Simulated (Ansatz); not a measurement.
A first try at a single point of NbH, space group Cmme, using Ansatz's Python interface.

The script, `nbh_scf.py`:
```python
'''SCF run for NbH.'''

import json

import ansatz as az
import numpy as np


def main() -> None:
    lattice = az.Lattice.of(
        [1.84537, -2.3932, 0.0],
        [1.84537, 2.3932, 0.0],
        [0.0, 0.0, 4.80423],
    )
    sites = [
        ('Nb', [0.75, 0.25, 0.26884]),
        ('Nb', [0.25, 0.75, 0.73116]),
        ('H', [0.25, 0.25, 0.0]),
        ('H', [0.75, 0.75, 0.0]),
    ]
    structure = az.Crystal(lattice=lattice)
    for symbol, position in sites:
        structure = structure.atom(symbol, position)

    # functional, basis and sampling
    setup = (
        structure.calculation()
        .functional(az.Functional.PBESOL)
        .basis(510)
        .kpoints(9, 9, 6)
        .occupations('cold', width=0.1)
        .compute(stress=True, density=True)
    )
    history = []
    done = setup.session().plan().execute(on_event=lambda event: history.append(event['data']['dr2_ev']) if event['event'] == 'scf_iter' else None)
    rep = done.report
    print('density residual by iteration (eV):', ' '.join(f'{value:.1e}' for value in history[:40]))

    for key in ('converged', 'n_iterations', 'n_electrons', 'n_kpoints', 'n_pw', 'n_symmetry_ops', 'free_energy_ev', 'fermi_energy_ev'):
        print(f'{key:18s} {rep[key]}')

    keep = ['free_energy_ev', 'energy_sigma0_ev', 'fermi_energy_ev', 'n_iterations', 'converged', 'magnetization_mub', 'n_kpoints']
    with open('nbh.json', 'w') as handle:
        json.dump({key: rep[key] for key in keep}, handle, indent=1)

    # the stress is positive in compression
    print('pressure by term (GPa)')
    for term, tensor in rep['stress_terms_gpa'].items():
        if np.any(tensor):
            print(f'  {term:28s} {np.trace(np.array(tensor)) / 3:12.3f}')
    print(f'  {"total":28s} {np.trace(np.array(rep["stress_gpa"])) / 3:12.3f}')

    rho = done.density
    total = sum(ch.density_e_per_ang3 for ch in rho.channels[:2]) if len(rho.channels) < 3 else rho.channels[0].density_e_per_ang3
    print('grid', rho.dims, 'electrons', round(float(total.mean() * rho.cell_volume_ang3), 4))
    print(f'density range {total.min():.4f} to {total.max():.4f} e/A^3')
    print(np.array2string(total[:: max(rho.dims[0] // 8, 1), :: max(rho.dims[1] // 8, 1), 0], precision=3, suppress_small=True))


if __name__ == '__main__':
    main()
```

Running `python nbh_scf.py` prints:
```text
density residual by iteration (eV): 1.5e-02 5.7e-03 1.5e-04 1.0e-05 8.9e-08 4.9e-09
converged          True
n_iterations       6
n_electrons        28.0
n_kpoints          100
n_pw               1115
n_symmetry_ops     8
free_energy_ev     -9023.030470620273
fermi_energy_ev    15.94357910586799
pressure by term (GPa)
  kinetic                          2050.692
  hartree                           588.678
  ewald                           -3311.609
  local_pseudopotential             897.211
  nonlocal_pseudopotential           26.706
  augmentation                      164.733
  nlcc                             -112.243
  xc                               -311.022
  augmentation_tail                   0.015
  scf_correction                     -0.001
  pulay_correction                    0.017
  total                              -6.823
Traceback (most recent call last):
  File "nbh_scf.py", line 61, in <module>
    main()
    ~~~~^^
  File "nbh_scf.py", line 54, in main
    total = sum(ch.density_e_per_ang3 for ch in rho.channels[:2]) if len(rho.channels) < 3 else rho.channels[0].density_e_per_ang3
                                                                         ^^^^^^^^^^^^
AttributeError: 'builtin_function_or_method' object has no attribute 'channels'
```

Find the fault and give the corrected script.

The fault: a method is named but not called. The change:

```diff
--- before
+++ after
@@ -52,3 +52,3 @@
 
-    rho = done.density
+    rho = done.density()
     total = sum(ch.density_e_per_ang3 for ch in rho.channels[:2]) if len(rho.channels) < 3 else rho.channels[0].density_e_per_ang3
```

With that change:

Running `python nbh_scf.py` prints:
```text
density residual by iteration (eV): 1.5e-02 5.7e-03 1.5e-04 1.0e-05 8.9e-08 4.9e-09
converged          True
n_iterations       6
n_electrons        28.0
n_kpoints          100
n_pw               1115
n_symmetry_ops     8
free_energy_ev     -9023.030470620273
fermi_energy_ev    15.94357910586799
pressure by term (GPa)
  kinetic                          2050.692
  hartree                           588.678
  ewald                           -3311.609
  local_pseudopotential             897.211
  nonlocal_pseudopotential           26.706
  augmentation                      164.733
  nlcc                             -112.243
  xc                               -311.022
  augmentation_tail                   0.015
  scf_correction                     -0.001
  pulay_correction                    0.017
  total                              -6.823
grid (24, 24, 36) electrons 28.0
density range 0.1335 to 5.2356 e/A^3
[[0.256 0.288 0.305 0.26  0.233 0.26  0.305 0.288]
 [0.288 0.577 0.763 0.433 0.26  0.228 0.224 0.215]
 [0.305 0.763 1.939 0.763 0.305 0.224 0.226 0.224]
 [0.26  0.433 0.763 0.577 0.288 0.215 0.224 0.228]
 [0.233 0.26  0.305 0.288 0.256 0.288 0.305 0.26 ]
 [0.26  0.228 0.224 0.215 0.288 0.577 0.763 0.433]
 [0.305 0.224 0.226 0.224 0.305 0.763 1.939 0.763]
 [0.288 0.215 0.224 0.228 0.26  0.433 0.763 0.577]]
```

`nbh.json`, as written:
```json
{
 "free_energy_ev": -9023.030470620273,
 "energy_sigma0_ev": -9023.029773602555,
 "fermi_energy_ev": 15.94357910586799,
 "n_iterations": 6,
 "converged": true,
 "magnetization_mub": 0.0,
 "n_kpoints": 100
}
```

Notes:
- Absolute energies stand on the zero of these potentials, so only differences at equal settings mean something. A total without «per atom» is that of the cell as typed.
- No spin polarisation was allowed.
- The mesh is modest for a metal, so energies can be off by several to tens of meV an atom and pressures by half a GPa or more; differences at equal mesh fare better.
- An absolute Fermi energy rests on an arbitrary zero of the periodic potential and has no direct meaning.
- Pressure is positive in compression.
- Grid values close to the nuclei reflect the PAW or pseudopotential construction, not the all-electron fields.
- At these settings the cell as given stands under about -7 GPa, so it isn't at this functional's equilibrium volume.
- The structure comes from a database of computed cells and needn't be a stable or known phase.
- Timing: 5.6 s on 1 thread of Arm Neoverse V1 (shared host), peak memory 0.42 GiB.

(Lines on the test bed's own set-up are left out of the output.)
